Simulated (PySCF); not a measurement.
# [La(H2O)4]2+: other functionals and bases at one geometry

Aim: see how levels, charges and forces of [La(H2O)4]2+ depend on the level of theory. The species was built from a template and needn't be a known compound.

Computed with PySCF 2.14.0. Level: several levels, as the steps say, no spin–orbit coupling.

1 further run of the same task is left out (for a known fault of the program).

## 1. The starting structure

13 atoms, charge 2, spin multiplicity 1.

Bond lengths: La1–O2 2.630 Å, La1–O5 2.630 Å, La1–O8 2.630 Å, La1–O11 2.630 Å, O2–H3 0.971 Å, O2–H4 0.971 Å, O5–H6 0.971 Å, O5–H7 0.971 Å, O8–H9 0.971 Å, O8–H10 0.971 Å, O11–H12 0.971 Å, O11–H13 0.971 Å. Angles: O2–La1–O5 109.3°, O2–La1–O8 109.8°, O2–La1–O11 109.3°, O5–La1–O8 109.3°, O5–La1–O11 109.8°, O8–La1–O11 109.3°, La1–O2–H3 128.2°, La1–O2–H4 128.2°, H3–O2–H4 103.5°, La1–O5–H6 128.2°, La1–O5–H7 128.2°, H6–O5–H7 103.5°, La1–O8–H9 128.2°, La1–O8–H10 128.2°, H9–O8–H10 103.5°, La1–O11–H12 128.2°, La1–O11–H13 128.2°, H12–O11–H13 103.5°.

Coordinates:

```
La    0.0000    0.0000    0.0000
O     1.5123    1.5212    1.5212
H     1.8743    1.3209    2.3994
H     1.8743    2.3994    1.3209
O    -1.5123   -1.5212    1.5212
H    -1.8743   -1.3209    2.3994
H    -1.8743   -2.3994    1.3209
O     1.5123   -1.5212   -1.5212
H     1.8743   -2.3994   -1.3209
H     1.8743   -1.3209   -2.3994
O    -1.5123    1.5212   -1.5212
H    -1.8743    2.3994   -1.3209
H    -1.8743    1.3209   -2.3994
```

Formal oxidation states: La +2. Each metal's 1 4f electrons lie in its core potential, so multiplicities, spins and levels count the valence alone. For divalent La, Ce, Gd or Lu the extra electron is normally 5d or 6s, so this core forces an excited configuration. An earlier session relaxed this geometry at PBE0, La lcecp-0-SVP with ECP47, O def2-SVP, H def2-SVP (singlet, point group D2d). Its vibrations showed it to be a saddle point, relaxed within its symmetry.

At PBE0 on the finer grid: E = -330.854697 Eh, frontier levels not given, since the 4f levels lie in the core, Mulliken charge on La1 +1.34 e, largest force component 0.003 eV/Å. 

Levels to run: wB97X; PBE. Hardware: 2 threads of AMD EPYC 7R43 (Zen 3), shared host.

## 2. wB97X

File run.py (the lines that set the calculation):

```python
mol = gto.M(atom='''
La     0.00000     0.00000     0.00000
O      1.51232     1.52117     1.52117
H      1.87434     1.32086     2.39937
H      1.87434     2.39937     1.32086
O     -1.51232    -1.52117     1.52117
H     -1.87434    -1.32086     2.39937
H     -1.87434    -2.39937     1.32086
O      1.51232    -1.52117    -1.52117
H      1.87434    -2.39937    -1.32086
H      1.87434    -1.32086    -2.39937
O     -1.51232     1.52117    -1.52117
H     -1.87434     2.39937    -1.32086
H     -1.87434     1.32086    -2.39937''',
    basis={'La': 'lcecp-0-SVP', 'O': 'def2-SVP', 'H': 'def2-SVP'},
    ecp={'La': 'lcecp-0-SVP'},
    charge=2, spin=0)
mf = dft.RKS(mol, xc='WB97X')
mf.grids.atom_grid = (75, 302)  # f atoms: unpruned, at least (60, 302)
mf = mf.density_fit()  # fitting sets: La AutoAux, O def2-universal-JKFIT, H def2-universal-JKFIT
mf.conv_tol = 1e-08; mf.max_cycle = 55
mf.kernel(dm0)  # dm0: the density of the relaxed state
```

The run is started by

```
$ OMP_NUM_THREADS=2 python run.py
```

## 3. PBE

run.py (the lines that set the calculation), as its differences from that of step 2:

```diff
@@ -17,3 +17,3 @@
     charge=2, spin=0)
-mf = dft.RKS(mol, xc='WB97X')
+mf = dft.RKS(mol, xc='PBE')
 mf.grids.atom_grid = (75, 302)  # f atoms: unpruned, at least (60, 302)
```

What does the calculation give? Wanted: for each run, charge on La1; dipole; largest force.

As calculated:

| level | state | charge on La1 (e) | dipole (D) | largest force (eV/Å) | basis functions | time |
| --- | --- | --- | --- | --- | --- | --- |
| PBE0 (relaxed here) | singlet | 1.34 | 0.00 | 0.00 | 127 | 16 s |
| wB97X | singlet | 1.36 | 0.00 | 0.03 | 127 | 23 s |
| PBE | singlet | 1.22 | 0.00 | 0.47 | 127 | 20 s |

Times are on 2 threads of AMD EPYC 7R43 (Zen 3), shared host; the first row also made further properties. The dipole of a charged species depends on the origin, so these sizes hold for this origin alone.

The largest leftover force, 0.47 eV/Å with PBE, stands at a geometry relaxed at another level. The Mulliken charge on La spans +1.22 to +1.36 e over the levels. With 4f in the core, its levels are missing from HOMO and gap. Total energies of different levels can't be compared. Spin–orbit coupling is left out throughout.
